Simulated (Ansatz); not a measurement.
# Tungsten, hcp under LDA: ground state and equation of state

What does LDA give for tungsten in the hcp structure? We relax it, solve it on a dense k-mesh, switch on spin-orbit coupling, then scale the cell to 7 volumes from 88 to 112 % of the relaxed one and try a fit of the equation of state. The k-meshes are 13×13×7 for the relaxation; 22×22×11 for the dense run; 13×13×7 for spin-orbit coupling; 15×15×8 for the volumes.

This is W in the hcp structure; at room conditions it is bcc.

Computed with Ansatz 0.2.0 (DFT LDA (PW92), plane waves (420 eV) with PAW, scalar-relativistic; PBE-made PAW files, unless a step says otherwise).

## (1) The structure to begin with

It takes space group P6_3/mmc (No. 194, hexagonal). The conventional cell has a = 2.819 Å, b = 2.819 Å, c = 4.604 Å, α = 90.00°, β = 90.00°, γ = 120.00°. W (site symmetry -6m2) is surrounded by 12 W at 2.82 Å.

Structure file:

```cif
data_structure
_symmetry_space_group_name_H-M 'P6_3/mmc'
_symmetry_Int_Tables_number 194
_cell_length_a 2.8194
_cell_length_b 2.8194
_cell_length_c 4.6041
_cell_angle_alpha 90.000
_cell_angle_beta 90.000
_cell_angle_gamma 120.000
_cell_volume 31.69
loop_
_atom_site_label
_atom_site_type_symbol
_atom_site_symmetry_multiplicity
_atom_site_Wyckoff_symbol
_atom_site_fract_x
_atom_site_fract_y
_atom_site_fract_z
_atom_site_occupancy
W1 W 2 c 0.33333 0.66667 0.25000 1
```

## (2) Relaxing cell and atoms

input.yaml reads:

```yaml
crystal:
  lattice:
    - [2.8194054199, 0.0, 0.0]
    - [-1.40970271, 2.4416767172, 0.0]
    - [0.0, 0.0, 4.6040890507]
  atoms:
    - { symbol: W, position: [0.3333333333, 0.6666666667, 0.25] }
    - { symbol: W, position: [0.6666666667, 0.3333333333, 0.75] }
hamiltonian:
  xc: lda
  pseudopotentials:
    kind: paw
    azcp:
      W: "pseudopotentials/W.paw.azcp"
basis:
  ecutwfc: 420
  fft_grid_basis: typed
kpoints:
  mp_grid: { grid: [13, 13, 7], shift: [0, 0, 0] }
magnetization:
  spin_polarized: false
scf:
  occupations: { method: fermi_dirac, width: 0.1 }
relax:
  max_steps: 60
  f_tol: 0.01
  cell: {}
```

After this run come: Dense single point; With spin-orbit coupling; Volume × 0.88; Volume × 0.92; Volume × 0.96; Volume × 1.0; Volume × 1.04; Volume × 1.08; Volume × 1.12.

Before running it: what results should come out? Wanted: space group; conventional cell; volume; shortest distance; gap on the mesh; relative to bcc; highest ELF outside the cores; V₀, B₀, B₀′.

As calculated:

| quantity | value |
| --- | --- |
| space group (spins left aside) | P6_3/mmc (No. 194) |
| conventional cell | a = 2.737 Å, c = 4.857 Å (c/a = 1.775) |
| volume | 15.753 Å³/atom |
| shortest distance | 2.737 Å |
| gap on the mesh | none (levels filled in part) |
| relative to bcc | +514 meV/atom |
| highest ELF outside the cores | 0.57, 1.64 Å from the nearest atom |
| V₀, B₀, B₀′ | 15.735 Å³/atom, 309 GPa, 4.0 |

In words: From the guessed start the volume shrank by 0.6 % in 7 steps. It lies 514 meV/atom above the element's reference form at the same level (bcc, from a run of its own), so it is far from stable. Levels at the Fermi energy are filled in part, as in a metal. The total energy of the spin-orbit run lies -23.7 eV/atom from the scalar one, but the two kinds of run don't share a zero of energy: only differences within one kind count. The fitted modulus is 309 GPa, among the stiffest elements; letting shape and positions relax at each volume could only lower it. The symmetry was held, so the structure may be unstable against distortions that break it.
